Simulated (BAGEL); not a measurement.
# CHFGeN (SMILES N#[C][GeH][F]): UHF/STO-3G (density fitting with qzvpp-jkfit)

What is the energy change on altering one bond length of CHFGeN at UHF/STO-3G (density fitting with qzvpp-jkfit)? 

The results are computed with BAGEL 1.2.2.

6 further runs of the same task are left out: 6 that didn't finish.

## Step 1: The molecule

CHFGeN: 5 atoms, total charge 0, spin state doublet. SMILES: `N#[C][GeH][F]`. The coordinates come from a PBE0-D4/def2-TZVP relaxation.

Bond lengths: N1–C2 1.153 Å, C2–Ge3 1.923 Å, Ge3–F4 1.732 Å, Ge3–H5 1.544 Å. Angles: N1–C2–Ge3 173.7°, C2–Ge3–F4 104.8°, C2–Ge3–H5 110.1°, F4–Ge3–H5 107.8°.

## Step 2: The energy at UHF/STO-3G (density fitting with qzvpp-jkfit)

Contents of calc.json:

```json
{ "bagel" : [

{
  "title" : "molecule",
  "basis" : "sto-3g",
  "df_basis" : "qzvpp-jkfit",
  "angstrom" : true,
  "geometry" : [
    { "atom" : "N", "xyz" : [       0.957700,      -1.505100,       1.476800 ] },
    { "atom" : "C", "xyz" : [       0.548100,      -0.785300,       0.674000 ] },
    { "atom" : "Ge", "xyz" : [       0.026100,       0.350100,      -0.788100 ] },
    { "atom" : "F", "xyz" : [      -1.661000,       0.033000,      -1.014600 ] },
    { "atom" : "H", "xyz" : [       0.178900,       1.833700,      -0.389500 ] }
  ]
},

{ "title" : "uhf", "nopen" : 1 },

{ "title" : "print", "file" : "orbitals.molden", "orbitals" : true }

]}
```

Command:

```bash
$ BAGEL_NUM_THREADS=1 BAGEL calc.json > calc.out
```

What it wrote:

```text
* using 1 threads per process

  ===============================================================
  ===============================================================

  *** Geometry ***

  { "atom" : "N", "xyz" : [      1.809791,     -2.844227,      2.790748 ] },
  { "atom" : "C", "xyz" : [      1.035759,     -1.484002,      1.273675 ] },
  { "atom" : "Ge", "xyz" : [      0.049322,      0.661593,     -1.489293 ] },
  { "atom" : "F", "xyz" : [     -3.138835,      0.062361,     -1.917316 ] },
  { "atom" : "H", "xyz" : [      0.338072,      3.465191,     -0.736048 ] },

  Number of auxiliary basis functions:      513

  Since a DF basis is specified, we compute 2- and 3-index integrals:
    o Being stored without compression. Storage requirement is 0.005 GB

  Number of basis functions:       34
  Number of electrons      :       55

    * METHOD: MOLECULE                             0.20

  *** Open-shell HF ***

  === Nuclear Repulsion ===
   231.8675469934

      * DIIS with orbital gradients will be used.

  === UHF iteration (sto-3g) ===
      0      -2241.32338900          0.04333072           0.06
      1      -2241.39562649          0.03791822           0.06
      2      -2241.41422550          0.03498526           0.06
      3      -2241.48405679          0.00146493           0.06
      4      -2241.48480893          0.00056369           0.06
      5      -2241.48504133          0.00016461           0.06
      6      -2241.48514574          0.00006711           0.05
      7      -2241.48521165          0.00004923           0.05
      8      -2241.48529613          0.00004287           0.06
      9      -2241.48543601          0.00003738           0.06
     10      -2241.48566465          0.00002878           0.06
     11      -2241.48591563          0.00001864           0.06
     12      -2241.48596834          0.00001327           0.06
     13      -2241.48604274          0.00000814           0.06
     14      -2241.48608860          0.00000693           0.06
     15      -2241.48611136          0.00000585           0.06
     16      -2241.48613515          0.00000521           0.06
     17      -2241.48614812          0.00000454           0.06
     18      -2241.48615804          0.00000305           0.06
     19      -2241.48616000          0.00000087           0.06
     20      -2241.48616003          0.00000020           0.06
     21      -2241.48616003          0.00000010           0.06
     22      -2241.48616004          0.00000006           0.06
     23      -2241.48616004          0.00000003           0.06
     24      -2241.48616004          0.00000002           0.06
     25      -2241.48616004          0.00000001           0.06
    * SCF iteration converged.

    * S^2 (UHF) is 0.8613

    * Permanent dipole moment:
           (   -0.128674,    -0.852627,     1.087195) a.u.

    * METHOD: UHF                                  1.57

    * METHOD: PRINT                                0.00

  ===============================================================
```

Run time: 1.9 s. Hardware: 1 thread of Arm Neoverse V1, shared host.

## Step 3: The distorted shape at the same level

Contents of job.json:

```json
{ "bagel": [

{
  "title": "molecule",
  "basis": "sto-3g",
  "df_basis": "qzvpp-jkfit",
  "angstrom": true,
  "geometry": [
    { "atom": "N", "xyz": [       1.210718,      -1.457544,       1.510769 ] },
    { "atom": "C", "xyz": [       0.801118,      -0.737744,       0.707969 ] },
    { "atom": "Ge", "xyz": [       0.279118,       0.397656,      -0.754131 ] },
    { "atom": "F", "xyz": [      -1.661000,       0.033000,      -1.014600 ] },
    { "atom": "H", "xyz": [       0.431918,       1.881256,      -0.355531 ] }
  ]
},

{
  "title": "uhf",
  "nopen": 1
},

{
  "title": "print",
  "file": "orbitals.molden",
  "orbitals": true
}

]}
```

Command:

```bash
$ BAGEL_NUM_THREADS=1 BAGEL job.json > job.out
```

What it wrote:

```text
* using 1 threads per process

  ===============================================================
  ===============================================================

  *** Geometry ***

  { "atom" : "N", "xyz" : [      2.287925,     -2.754359,      2.854940 ] },
  { "atom" : "C", "xyz" : [      1.513894,     -1.394134,      1.337868 ] },
  { "atom" : "Ge", "xyz" : [      0.527457,      0.751461,     -1.425101 ] },
  { "atom" : "F", "xyz" : [     -3.138835,      0.062361,     -1.917316 ] },
  { "atom" : "H", "xyz" : [      0.816207,      3.555059,     -0.671856 ] },

  Number of auxiliary basis functions:      513

  Since a DF basis is specified, we compute 2- and 3-index integrals:
    o Being stored without compression. Storage requirement is 0.005 GB

  Number of basis functions:       34
  Number of electrons      :       55

    * METHOD: MOLECULE                             0.21

  *** Open-shell HF ***

  === Nuclear Repulsion ===
   219.2395659030

      * DIIS with orbital gradients will be used.

  === UHF iteration (sto-3g) ===
      0      -2241.23331608          0.04686586           0.06
      1      -2241.33842557          0.04064774           0.06
      2      -2241.36760520          0.03703532           0.06
      3      -2241.44675382          0.00223153           0.06
      4      -2241.44821483          0.00099212           0.06
      5      -2241.44886056          0.00024654           0.06
      6      -2241.44901400          0.00012275           0.06
      7      -2241.44913988          0.00009506           0.06
      8      -2241.44927055          0.00008589           0.06
      9      -2241.44939560          0.00008259           0.06
     10      -2241.44951260          0.00007707           0.06
     11      -2241.44987646          0.00006441           0.06
     12      -2241.45015847          0.00003432           0.06
     13      -2241.45019989          0.00001995           0.06
     14      -2241.45022967          0.00001983           0.06
     15      -2241.45023875          0.00000903           0.06
     16      -2241.45025761          0.00000806           0.06
     17      -2241.45025989          0.00000577           0.06
     18      -2241.45026155          0.00000568           0.06
     19      -2241.45026322          0.00000567           0.06
     20      -2241.45026540          0.00000562           0.06
     21      -2241.45027813          0.00000505           0.06
     22      -2241.45028761          0.00000471           0.06
     23      -2241.45028732          0.00000472           0.06
     24      -2241.45028746          0.00000472           0.06
     25      -2241.45028812          0.00000469           0.06
     26      -2241.45029077          0.00000455           0.06
     27      -2241.45029631          0.00000338           0.06
     28      -2241.45029660          0.00000233           0.06
     29      -2241.45029684          0.00000184           0.06
     30      -2241.45029702          0.00000047           0.06
     31      -2241.45029701          0.00000027           0.06
     32      -2241.45029703          0.00000013           0.06
     33      -2241.45029704          0.00000010           0.06
     34      -2241.45029705          0.00000007           0.06
     35      -2241.45029705          0.00000004           0.06
     36      -2241.45029705          0.00000003           0.06
     37      -2241.45029705          0.00000003           0.06
     38      -2241.45029705          0.00000003           0.06
     39      -2241.45029705          0.00000002           0.06
     40      -2241.45029705          0.00000002           0.06
     41      -2241.45029705          0.00000001           0.06
     42      -2241.45029705          0.00000001           0.06
     43      -2241.45029705          0.00000001           0.06
    * SCF iteration converged.

    * S^2 (UHF) is 0.8805

    * Permanent dipole moment:
           (   -0.204491,    -0.875899,     1.006561) a.u.

    * METHOD: UHF                                  2.64

    * METHOD: PRINT                                0.00

  ===============================================================
```

Run time: 3 s. Hardware: 1 thread of Arm Neoverse V1, shared host.

## Step 4: Outcome

Level: UHF/STO-3G (density fitting with qzvpp-jkfit).

```
                                                          quantity           value
                                         first shape: total energy  -2241.48616 Eh
                                        first shape: dipole moment          3.53 D
                                                 first shape: ⟨S²⟩           0.861
                                     distorted shape: total energy  -2241.45030 Eh
                                    distorted shape: dipole moment          3.43 D
                                             distorted shape: ⟨S²⟩           0.880
energy change with the Ge3–F4 bond stretched from 1.732 to 1.991 Å        0.976 eV
```

In words: With the Ge3–F4 bond stretched from 1.732 to 1.991 Å the energy rises by 0.98 eV (22.5 kcal/mol). The first shape isn't relaxed at this level, so the change isn't measured from a minimum. The minimal basis adds a large error of its own. ⟨S²⟩ (first shape) is 0.86 where a pure doublet has 0.75: the reference is spin-contaminated. ⟨S²⟩ (distorted shape) is 0.88 where a pure doublet has 0.75: the reference is spin-contaminated.
